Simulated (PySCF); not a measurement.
# TeI⁺ (triplet) at other levels of theory

Aim: see what other levels and later steps give for TeI⁺ (triplet).

Program: PySCF 2.14.0. Level of theory: method and basis as typed in the scripts. These are calculated values, not measurements.

5 further runs of the same task are left out: 5 that didn't finish.

## Step 1: Starting geometry

TeI⁺ (triplet): 2 atoms, charge 1, spin multiplicity 3.

No contacts short enough for the rule that draws bonds.

## Step 2: The run that the others are compared with

Input file input.py:

```python
from pyscf import gto, scf, tdscf

mol = gto.M(
    atom='Te 0 0 0; I 0 0 3.139',
    basis='lanl2dz',
    ecp={'Te': 'lanl2dz', 'I': 'lanl2dz'},
    charge=1,
    spin=2,
    verbose=4,
)
mf = scf.UHF(mol)
mf.kernel()
td = tdscf.TDHF(mf)
td.nstates = 5
td.kernel()
td.analyze(verbose=3)
mf.dip_moment()
print('orbital energies (hartree):', [e[max(0, n-3):n+3].round(4) for e, n in zip(mf.mo_energy, mol.nelec)])
```

Launch:

```console
$ OMP_NUM_THREADS=1 python input.py
```

## Step 3: SCF alone

Run 1 changes step after the SCF: tddft → none.

Changes to input.py since step 2:

```diff
@@ -1,2 +1,2 @@
-from pyscf import gto, scf, tdscf
+from pyscf import gto, scf
 
@@ -12,6 +12,2 @@
 mf.kernel()
-td = tdscf.TDHF(mf)
-td.nstates = 5
-td.kernel()
-td.analyze(verbose=3)
 mf.dip_moment()
```

## Step 4: RHF

Run 2 changes SCF type: UHF → RHF.

Changes to input.py since step 2:

```diff
@@ -10,3 +10,3 @@
 )
-mf = scf.UHF(mol)
+mf = scf.RHF(mol)
 mf.kernel()
@@ -17,2 +17,2 @@
 mf.dip_moment()
-print('orbital energies (hartree):', [e[max(0, n-3):n+3].round(4) for e, n in zip(mf.mo_energy, mol.nelec)])
+print('orbital energies (hartree):', mf.mo_energy[..., max(0, mol.nelec[1]-3):mol.nelec[0]+3].round(4))
```

## Step 5: Geometry optimisation

Run 3 changes step after the SCF: tddft → optimize.

Input file input.py:

```python
from pyscf import gto, scf
from pyscf.geomopt.geometric_solver import optimize

mol = gto.M(
    atom='Te 0 0 0; I 0 0 3.139',
    basis='lanl2dz',
    ecp={'Te': 'lanl2dz', 'I': 'lanl2dz'},
    charge=1,
    spin=2,
    verbose=4,
)
mf = scf.UHF(mol)
mf.kernel()
mol_eq = optimize(mf, maxsteps=30)
print('optimised geometry (angstrom)')
print(mol_eq.tostring('raw'))
print('orbital energies (hartree):', [e[max(0, n-3):n+3].round(4) for e, n in zip(mf.mo_energy, mol.nelec)])
```

## Step 6: Gradient

Run 4 changes step after the SCF: tddft → gradient.

Changes to input.py since step 2:

```diff
@@ -1,2 +1,2 @@
-from pyscf import gto, scf, tdscf
+from pyscf import gto, scf
 
@@ -12,6 +12,3 @@
 mf.kernel()
-td = tdscf.TDHF(mf)
-td.nstates = 5
-td.kernel()
-td.analyze(verbose=3)
+mf.nuc_grad_method().kernel()
 mf.dip_moment()
```

## Step 7: MP2

Run 5 changes step after the SCF: tddft → mp2.

Changes to input.py since step 2:

```diff
@@ -1,2 +1,2 @@
-from pyscf import gto, scf, tdscf
+from pyscf import gto, scf, mp
 
@@ -12,6 +12,3 @@
 mf.kernel()
-td = tdscf.TDHF(mf)
-td.nstates = 5
-td.kernel()
-td.analyze(verbose=3)
+mp.MP2(mf).kernel()
 mf.dip_moment()
```

Before running it: what results should come out? Wanted: for each run, E(SCF); from base; gap, α spin; after the SCF.

The runs gave:

```tsv
run	E(SCF) (hartree)	from base (eV)	cycles	gap, α spin (eV)	after the SCF
base	-18.727793	0	13	8.86	lowest root found 0.34 eV
SCF alone	-18.727793	0.0000	13	8.86	n/a
RHF	-18.702013	+0.7015	12	n/a	lowest root found 0.25 eV
geometry optimisation	-18.727793	0.0000	13	8.86	bond 3.682 Å, -0.038 eV
gradient	-18.727793	0.0000	13	8.86	n/a
MP2	-18.727793	0.0000	13	8.86	MP2 correlation -0.522 eV
```

SCF columns refer to the geometry typed in the script.

**Reading.** Total energies from different bases, Hamiltonians or methods carry different errors, so properties are taken as differences within one set-up.
